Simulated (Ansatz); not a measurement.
# AlH2F: the cost of one run

Method: DFT PBE, scalar-relativistic, plane waves, PAW, in Ansatz 0.2.0.

## 1. The system as given

It takes space group P6_3/mmc (No. 194, hexagonal). Conventional cell: a = 2.778 Å, b = 2.778 Å, c = 12.433 Å, α = 90.00°, β = 90.00°, γ = 120.00°. Al (site symmetry -6m2) is surrounded by 6 H at 2.61 Å and 6 Al at 2.78 Å. H (site symmetry 3m) has 3 F at 1.91 Å and 3 Al at 2.61 Å as nearest neighbours. F (site symmetry -3m) has 6 H at 1.91 Å as nearest neighbours.

As a file:

```
Al H F
1.0
     2.77751    0.00000    0.00000
    -1.38876    2.40540    0.00000
     0.00000    0.00000   12.43291
Al H F
2 4 2
Direct
  0.33333 0.66667 0.75000
  0.66667 0.33333 0.25000
  0.33333 0.66667 0.08401
  0.66667 0.33333 0.58401
  0.66667 0.33333 0.91599
  0.33333 0.66667 0.41599
  0.00000 0.00000 0.00000
  0.00000 0.00000 0.50000
```

The cell is invented: species swapped into a database cell of Ti2AlC (P6_3/mmc, No. 194), with H on the Ti sites and F on the C sites. Lengths come from tabulated atomic sizes and are only a guess.

## 2. The guess as it stands, on a coarse mesh

Contents of input.yaml:

```yaml
crystal:
  lattice:
    - [2.77751261, 0.0, 0.0]
    - [-1.3887563, 2.40539648, 0.0]
    - [0.0, 0.0, 12.4329105]
  atoms:
    - { symbol: Al, position: [0.33333333, 0.66666667, 0.75] }
    - { symbol: Al, position: [0.66666667, 0.33333333, 0.25] }
    - { symbol: H, position: [0.33333333, 0.66666667, 0.08401311] }
    - { symbol: H, position: [0.66666667, 0.33333333, 0.58401311] }
    - { symbol: H, position: [0.66666667, 0.33333333, 0.91598689] }
    - { symbol: H, position: [0.33333333, 0.66666667, 0.41598689] }
    - { symbol: F, position: [0.0, 0.0, 0.0] }
    - { symbol: F, position: [0.0, 0.0, 0.5] }
basis:
  ecutwfc: 420
kpoints:
  mp_grid: { grid: [6, 6, 2] }
hamiltonian:
  xc: pbe
scf:
  occupations: { method: gaussian, width: 0.1 }
  lower_state_search: "off"
output:
  forces: true
  stress: true
  eigenvalues: true
```

On the command line:

```console
$ ansatz run input.yaml --threads 1 --pin off --max-ram 2560MiB --backend cpu --events-out ev --progress --plain --runs-dir out
```

Q: Estimate wall time and peak memory on 1 thread of Intel Xeon Platinum 8259CL at 2.50GHz (Skylake/Cascade Lake), shared host.

About 1.5 s, with a peak of 0.38 GiB.
